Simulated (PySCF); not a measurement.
**RuO₂⁻: relaxation and vibrations of the quartet**

Aim: relax RuO₂⁻ as a quartet from a PBE0 minimum start, check by its vibrations whether the end is a minimum, and collect its spectrum and constants.

Program: PySCF 2.14.0. Level of theory: PBE0, basis Ru def2-SVPD with ECP28, O def2-SVPD, scalar-relativistic core potentials, no spin–orbit coupling, density fitting. These are calculated values, not measurements.

### Step 1. Starting geometry

3 atoms, charge -1, spin multiplicity 4.

Bond lengths: Ru1–O2 1.734 Å, Ru1–O3 1.734 Å. Angles: O2–Ru1–O3 129.0°.

Coordinates in bohr (charge -1 multiplicity 4):
```
Ru   -0.3368    0.0091    0.0000
O     1.0728   -0.0290    2.9582
O     1.0728   -0.0290   -2.9582
```

### Step 2. First SCF at the start

One driver script runs all steps and calls PySCF; scf.py shows how it sets up the SCF of each step. The optimiser is the driver's own. After this first run the driver tries any further starts and a stability analysis.

scf.py

```python
from pyscf import gto, scf, dft
mol = gto.M(atom='''
Ru    -0.178213     0.004815     0.000000
O      0.567701    -0.015338     1.565414
O      0.567701    -0.015338    -1.565414''',
    basis={'Ru': 'def2-SVPD', 'O': 'def2-SVPD'},
    ecp={'Ru': 'def2-SVPD'},
    charge=-1, spin=3)
mf = dft.UKS(mol, xc='PBE0')
mf.grids.atom_grid = (50, 194)
aux = {'Ru': 'def2-universal-JKFIT', 'O': 'def2-universal-JKFIT'}
mf = mf.density_fit(auxbasis=aux)
mf.conv_tol = 1e-08
mf.diis_space = 10
mf.max_cycle = 60
mf.init_guess = 'minao'
mf.verbose = 4
mf.kernel()
```

On the command line:

```
$ OMP_NUM_THREADS=2 python axn.py task.json out
```

The log of the run:

```text
init E= -235.658716558433
[... the frontier-level lines of each cycle are left out ...]
cycle= 1 E= -244.723759105423  delta_E= -9.07  |g|= 0.738  |ddm|= 2.33
cycle= 2 E= -242.794927917718  delta_E= 1.93  |g|= 1.92  |ddm|= 18.6
cycle= 3 E= -245.027619814244  delta_E= -2.23  |g|= 0.173  |ddm|= 18.5
cycle= 4 E= -245.000899971693  delta_E= 0.0267  |g|= 0.344  |ddm|= 0.468
cycle= 5 E= -245.04882447451  delta_E= -0.0479  |g|= 0.036  |ddm|= 0.26
cycle= 6 E= -245.049419791377  delta_E= -0.000595  |g|= 0.0197  |ddm|= 0.0466
cycle= 7 E= -245.049671750015  delta_E= -0.000252  |g|= 0.00746  |ddm|= 0.0276
cycle= 8 E= -245.049731873049  delta_E= -6.01e-05  |g|= 0.00154  |ddm|= 0.0168
cycle= 9 E= -245.049740484995  delta_E= -8.61e-06  |g|= 0.000669  |ddm|= 0.00671
cycle= 10 E= -245.049741957142  delta_E= -1.47e-06  |g|= 0.000152  |ddm|= 0.00324
cycle= 11 E= -245.049742019265  delta_E= -6.21e-08  |g|= 5.01e-05  |ddm|= 0.000679
cycle= 12 E= -245.049742025853  delta_E= -6.59e-09  |g|= 2.34e-05  |ddm|= 0.000223
Extra cycle  E= -245.04974202733  delta_E= -1.48e-09  |g|= 5.29e-05  |ddm|= 0.000125
converged SCF energy = -245.04974202733  <S^2> = 3.760648  2S+1 = 4.0053204
```

This step, with its further starts and checks, took 13 s on 2 threads of Arm Neoverse V1, shared host.

The starts that the driver tried:

```
                      start  energy (Eh)
    the minimal-basis guess  -245.049742
a thermally smeared density  -245.049742
      a smeared PBE density  -245.052758
```

The first run landed in a state that is too high. Following the other starts and the instabilities gains 7.9 kJ/mol (-245.05276 Eh), and the work goes on from there.

### Step 3. Relaxing the quartet from the PBE0 minimum start

The program finds C2v symmetry in the start, which this walk keeps. Threshold on the gradient: 0.0003 Eh/bohr, with a further test on the energy change.

Edit scf.py of step 2 so:

```diff
@@ -3 +3 @@
-Ru    -0.178213     0.004815     0.000000
+Ru    -0.178213     0.004815    -0.000000
@@ -16 +15,0 @@
-mf.init_guess = 'minao'
```

Steps of the walk:

```
step  energy (Eh)  change (kJ/mol)  largest symmetric gradient (Eh/bohr)
   0  -245.052758             0.00                               0.00001
```

The walk took 1.3 s.

After 0 steps and 0.0 kJ/mol it ends at C2v: Ru–O 1.734 Å (×2); O–Ru–O 129.0°.

### Step 4. Hessian and properties

On the finer grid the gradient is checked again; gradients at displacements of ±0.02 bohr then give force constants and infrared intensities.

Edit scf.py of step 3 so:

```diff
@@ -3 +3 @@
-Ru    -0.178213     0.004815    -0.000000
+Ru    -0.178213     0.004815     0.000000
@@ -10 +10 @@
-mf.grids.atom_grid = (50, 194)
+mf.grids.atom_grid = (75, 302)
@@ -13 +13 @@
-mf.conv_tol = 1e-08
+mf.conv_tol = 1e-10
```

This SCF starts from the last density.

Log of the central SCF (cycles and frontier levels):

```text
init E= -245.052744108472
[... the frontier-level lines of each cycle are left out ...]
cycle= 1 E= -245.052744108481  delta_E= -9.15e-12  |g|= 9.94e-06  |ddm|= 1.76e-05
Extra cycle  E= -245.052744108122  delta_E= 3.59e-10  |g|= 3.3e-05  |ddm|= 3.22e-05
converged SCF energy = -245.052744108122  <S^2> = 3.7649013  2S+1 = 4.0074437
```

The whole step took 25 s.

Geometry: C2v; Ru–O 1.734 Å (×2); O–Ru–O 129.0°.

Modes, for the most abundant isotopes:

```tsv
symmetry	ω (cm⁻¹)	IR (km/mol)	μ (u)	type
a1	201	13.0	18.66	bend
b2	845	385	19.31	stretch
a1	884	82.8	16.99	stretch
```

All wavenumbers are real: a minimum.

Properties at this point:

| Item | Value |
| --- | --- |
| Dipole moment about the centre of mass | 2.71 D |
| Highest occupied level | -0.21 eV |
| Lowest empty level | 2.33 eV |
| Rotational constants | 1.244, 0.215, 0.1833 cm⁻¹ |
| Zero-point energy | 11.5 kJ/mol |
| Principal polarisabilities | 62.9, 65.4, 76.3 bohr³ |
| Principal traceless quadrupole moments about the centre of mass | -12.79, 5.37, 7.42 D Å |
| Entropy at 298.15 K and 1 bar (electronic part: spin only) | 282.2 J/(mol K) |
| Heat capacity Cp at 298.15 K | 45.6 J/(mol K) |
| Enthalpy at 298.15 K above 0 K | 11.71 kJ/mol |
| Rotational symmetry number | 2 |
| Spin squared ⟨S²⟩ | 3.765 |

Charges (e) and bond orders:

```
atom  Mulliken  Löwdin  polar tensor  spin (Mulliken)  Mayer order to Ru1
 Ru1      0.92    0.49          0.89             2.59                   –
O2,3     -0.96   -0.74         -0.95             0.20                1.21
```

Outer orbital energies (eV). α occupied: -5.81, -4.66, -4.15, -2.99, -2.24, -1.49, -0.97, -0.21; empty: 3.60, 4.11, 4.50, 5.01. β occupied: -18.40, -5.56, -5.30, -3.98, -3.73, -2.72, -2.55, -0.73; empty: 2.33, 2.89, 4.24, 4.43.

Mulliken populations on Ru1 (outside its core potential): s 2.66, p 6.14, d 6.25, f 0.03.

### Step 5. Outcome

| quantity | value |
| --- | --- |
| minimum | quartet, C2v |
| geometry | Ru–O 1.734 Å (×2); O–Ru–O 129.0° |
| wavenumbers (cm⁻¹) | 201 (a1), 845 (b2), 884 (a1) |
| dipole moment (centre of mass) | 2.71 D |
| highest occupied, lowest empty level (either spin) | -0.21, 2.33 eV |
| polar-tensor charge of Ru1 | +0.89 e |
| zero-point energy | 11.5 kJ/mol |
| entropy at 298.15 K | 282.2 J/(mol K) |
| ⟨S²⟩ | 3.765 |

The molecule stays C2v, as typed, and the end point is a minimum. In the infrared the band at 845 cm⁻¹ (b2, stretch) leads. Most of the spin sits on Ru1 (Mulliken spin 2.59, against 3 for the whole molecule). The first SCF alone would have been 8 kJ/mol too high. Other starts or spin states, not run here, may lie lower. Open d and f shells are described by one determinant, and the ground state may have another occupation or spin.

The search up to here took 39 s.
